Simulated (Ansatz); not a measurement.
# Zr2O: the cost of one run

Computed with Ansatz 0.2.0 (DFT PBEsol, scalar-relativistic, plane waves, PAW, unless a step's input says otherwise).

6 further runs of the same task are left out: 4 that didn't finish, 2 set aside as unsound or not needed. Runs told in other sessions of the task aren't counted.

## Step 1: The structure to begin with

The structure is cubic, space group Pn-3m (No. 224). The conventional cell has a = 4.800 Å, b = 4.800 Å, c = 4.800 Å, α = 90.00°, β = 90.00°, γ = 90.00°. Around Zr (site symmetry -3m) lie 2 O at 2.08 Å. O (site symmetry -43m) is surrounded by 4 Zr at 2.08 Å.

As a file:

```cif
data_structure
_symmetry_space_group_name_H-M 'Pn-3m:1'
_symmetry_Int_Tables_number 224
_cell_length_a 4.8003
_cell_length_b 4.8003
_cell_length_c 4.8003
_cell_angle_alpha 90.000
_cell_angle_beta 90.000
_cell_angle_gamma 90.000
_cell_volume 110.61
loop_
_atom_site_label
_atom_site_type_symbol
_atom_site_symmetry_multiplicity
_atom_site_Wyckoff_symbol
_atom_site_fract_x
_atom_site_fract_y
_atom_site_fract_z
_atom_site_occupancy
Zr1 Zr 4 c 0.25000 0.25000 0.75000 1
O1 O 2 a 0.00000 0.00000 0.00000 1
```

It goes back to an entry of the Materials Project, which need not be the stable form.

This cell was relaxed beforehand with the same method: volume 18.44 Å³/atom, gap on the mesh none (metal).

## Step 2: The reference cell

Reference values: F = -17640.9885 eV; pressure 0.00 GPa; largest force 0.000 eV/Å; gap on the mesh none (metal). It was computed beforehand with the settings of the runs below.

## Step 3: Zone-centre phonons by finite displacements

input.yaml reads:

```yaml
crystal:
  lattice:
    - [4.8002881848, 0.0, 0.0]
    - [0.0, 4.8002881848, 0.0]
    - [0.0, 0.0, 4.8002881848]
  atoms:
    - { symbol: Zr, position: [0.25, 0.25, 0.75] }
    - { symbol: Zr, position: [0.75, 0.25, 0.25] }
    - { symbol: Zr, position: [0.25, 0.75, 0.25] }
    - { symbol: Zr, position: [0.75, 0.75, 0.75] }
    - { symbol: O, position: [0.0, 0.0, 0.0] }
    - { symbol: O, position: [0.5, 0.5, 0.5] }
basis:
  ecutwfc: 420
kpoints:
  mp_grid: { grid: [10, 10, 10] }
hamiltonian:
  xc: pbesol
scf:
  occupations: { method: gaussian, width: 0.15 }
output:
  eigenvalues: true
phonons:
  method: fd
  supercell: [1, 1, 1]
  amplitude: 0.02
  eigenvectors: true
  dielectric: false
```

Launch:

```sh
ansatz run input.yaml --threads 2 --pin off --max-ram 5120MiB --backend cpu --events-out ev --progress --plain --runs-dir out
```

**Question.** How long does this run take on 2 threads of Intel Xeon Platinum 8488C (Sapphire Rapids), shared host, and how much memory does it need?

About 76 s, with a peak of 1.1 GiB.
